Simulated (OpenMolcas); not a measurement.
**Sc²⁺ among point charges: CASSCF and CASPT2 levels and susceptibility**

How does a field of 6 point charges split the states of Sc²⁺, and what χT follows?

Method: state-averaged CASSCF and CASPT2, spin-orbit coupling by RASSI with atomic mean-field integrals. Code: OpenMolcas 26.06.

## (1) The system

- Species: Sc²⁺ (scandium, Z = 21, 19 electrons)
- Basis: ANO-RCC-VDZP [5s4p2d1f], 34 functions
- Scalar Hamiltonian: DKH2, point nucleus
- Inactive shells: 1s 2s 2p 3s 3p
- Active space: 1 electron in 5 orbitals (3d)
- Some configurations of this space: 3d
- Orbitals: optimised for each spin and parity, averaged over all roots

Outer shells as boxes (Hund's rule):

3d
```
3d [↑ ][  ][  ][  ][  ]
```

The ion sits among 6 point charges of -1.5 e arranged as an octahedron (Oh), 1.92 Å from the ion.

Each step is its own input file, run in one work folder so that later steps find the files of earlier ones. Labels, J, g values, rates, χT and fits are worked out afterwards by a script from the matrices that RASSI stores. The input lists half of the charges; inversion (Group=XYZ) makes the rest.

## (2) Basis and integrals

a.inp reads:

```
&GATEWAY
Coord
1

Sc 0.0 0.0 0.0
Basis=ANO-RCC-VDZP
Group=XYZ
NoMove
AngMom=0.0 0.0 0.0
AMFI
XField
3 Angstrom 0
1.920000 0.000000 0.000000 -1.500000
0.000000 1.920000 0.000000 -1.500000
0.000000 0.000000 1.920000 -1.500000
&SEWARD
```

Started as:

```console
> OMP_NUM_THREADS=1 MOLCAS_MEM=1689 MOLCAS_PROJECT=a pymolcas a.inp > a.log
```

## (3) CASSCF: doublets of even parity, 5 roots

a.inp reads:

```
&RASSCF
FileOrb=start.orb
Symmetry=1
Spin=2
nActEl=1 0 0
Inactive=3 6
Ras2=5 0
CIRoot=5 5 1
SDav=5
CIMx=300
Iter=120 100
PrWF=0.3
OrbListing=Nothing
MaxOrb=0
>>> COPY $Project.JobIph JOB001
```

start.orb holds the contracted functions of the basis, ordered by shell, or the orbitals of the step before.

## (4) RASSI: spin-orbit coupling between the states

a.inp reads:

```
&RASSI
NrOfJobIphs=1 5
1 2 3 4 5
IphNames
JOB001
EJob
SpinOrbit
DIPRint=1.0
SOCoupling=1000.0
Subsets=2
Property=9
'ANGMOM' 1 'ANGMOM' 2 'ANGMOM' 3 'MLTPL  1' 1 'MLTPL  1' 2 'MLTPL  1' 3
'AMFI' 1 'AMFI' 2 'AMFI' 3
SOProperty=3
'ANGMOM' 1 'ANGMOM' 2 'ANGMOM' 3
```

## (5) CASPT2: IPEA 0.25, imaginary shift 0.1 (closed shells correlated: 3s 3p)

a.inp reads:

```
>>> COPY JOB001 $Project.JobIph
&CASPT2
Multistate=5 1 2 3 4 5
NoMult
Frozen=2 3
IPEA=0.25
Imaginary=0.1
MaxIter=60
WThr=0.0 0.3 0.05
PrWF=0.5
NoMix
```

(Steps that only read results are left out.)

**Question.** What will these runs give? Wanted: spin-free ground state; first state of the same spin within the active space; lowest level; next level.

As calculated:

```
                                            quantity                                                                        value
                                              method  SS-CASPT2, IPEA 0.25, imaginary shift 0.1 (closed shells correlated: 3s 3p)
                              spin-free ground state                                              2T2, 3-fold in its orbital part
first state of the same spin within the active space                                                             2E at 19400 cm⁻¹
                                        lowest level                                                                    4-fold Γ8
                                          next level                                                                    85.5 cm⁻¹
                                         χT at 300 K                                                               0.56 cm³ K/mol
                           effective moment at 300 K                                                                      2.12 μB
```

Cost by method:

```tsv
method	time of its own steps	time with the reference
A. CASSCF	1.7 s	1.7 s
B. SS-CASPT2, IPEA 0.25, imaginary shift 0.1, +3s 3p	0.52 s	2.2 s
```

Times are of one thread on a shared host.

The spin-free ground state (2T2) comes to 100 % from free-ion D terms and keeps the highest spin of the shell. χT at 300 K is 0.56, against 0.38 cm³ K/mol for the spin alone, so orbital moment adds to it. A ligand-field fit to the states below 45000 cm-1 gives 10Dq = 19362 cm-1, the gap between the two states. CASPT2 does not keep the components of a term degenerate, and the means are used. The field of point charges can differ much from that of real complexes. Point charges carry no covalency, so the field is a model and not that of real ligands.
